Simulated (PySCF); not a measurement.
# Sn(3+): ionisation energy in def2-QZVPPD with ECP28

Each state of tin is computed at each level; their differences give the ionisation energy. How far do the methods differ?

The numbers are computed with PySCF 2.14.0 (unrestricted determinants in a Gaussian basis, no spin-orbit coupling in the energies), except any that are marked as measured or tabulated.

## (1) Starting point

- Element: tin (Z = 50)
- Basis: def2-QZVPPD with the def2 core potential (28 electrons) (8s6p5d4f1g, 88 functions)
- Hamiltonian: a scalar-relativistic core potential
- State 1: Sn(3+): [Kr] 4d10 5s1, 2S determinant
- Needed too, but not shown: Sn(2+) [Kr] 4d10 5s2 (1S)
- Methods: CCSD(T)
- Core shells frozen in the correlated runs: valence and next inner shell: nothing (for Sn(3+))

Outer shells as boxes (Hund's rule):

Sn3+ [Kr] 4d10 5s1
```
[Kr] core
4d [↑↓][↑↓][↑↓][↑↓][↑↓]
5s [↑ ]
```

The runs were made by one driver on top of PySCF. The scripts below sum up each run's settings (the driver also hands on starting orbitals that pick excited configurations, and frozen orbitals as a list rather than a count), and the logs come from the driver's own runs. The driver starts from symmetry-adapted Hartree-Fock orbitals, holds the occupation by maximum overlap and uses a logarithmic radial grid for functionals, so a plain start would take other cycles.

The integrals over 88 functions and the set-up took 1.2 s of CPU time.

## (2) Sn(3+), at CCSD(T) (valence and next inner shell)

Level: CCSD(T) (valence and next inner shell).

The input, input.py:

```python
from pyscf import gto, scf, dft, mp, cc
import basis_set_exchange as bse
txt = bse.get_basis("def2-QZVPPD", elements=["Sn"], fmt="nwchem", header=False)
cut = txt.index("\nECP")
mol = gto.M(atom="Sn 0 0 0", charge=3, spin=1, symmetry="D2h",
            basis=gto.basis.parse(txt[:cut]),
            ecp={"Sn": gto.basis.parse_ecp(txt[cut:])})
mf = scf.UHF(mol)
mf.irrep_nelec = {'Ag': (4, 3), 'B1g': (1, 1), 'B2g': (1, 1), 'B3g': (1, 1), 'B1u': (1, 1), 'B2u': (1, 1), 'B3u': (1, 1)}
mf.kernel()
mycc = cc.CCSD(mf, frozen=0).run()
mycc.ccsd_t()
```

**Question.** What will these runs give?

**Answer**, as computed:

| quantity | value |
| --- | --- |
| ionisation energy, Sn(2+) | UHF 28.535, CCSD(T) (valence and next inner shell) 30.372 eV; reference 30.506 |

Each level's miss (mean over 1 difference):

```
                                method  mean absolute miss against the measured value (with the measured fine structure taken into account where it is known) (eV)
                                   UHF                                                                                                                       1.971
    MP2 (valence and next inner shell)                                                                                                                       0.045
SCS-MP2 (valence and next inner shell)                                                                                                                       0.039
   CCSD (valence and next inner shell)                                                                                                                       0.249
CCSD(T) (valence and next inner shell)                                                                                                                       0.134
```

SCS-MP2 (valence and next inner shell) lands nearest to the measured value (off by 0.04 eV), level with MP2 (valence and next inner shell); UHF misses by most (1.97 eV). Hartree-Fock falls short because the species with more electrons holds more correlation energy, which it lacks. All values hold for this basis alone; no basis-set limit was taken.
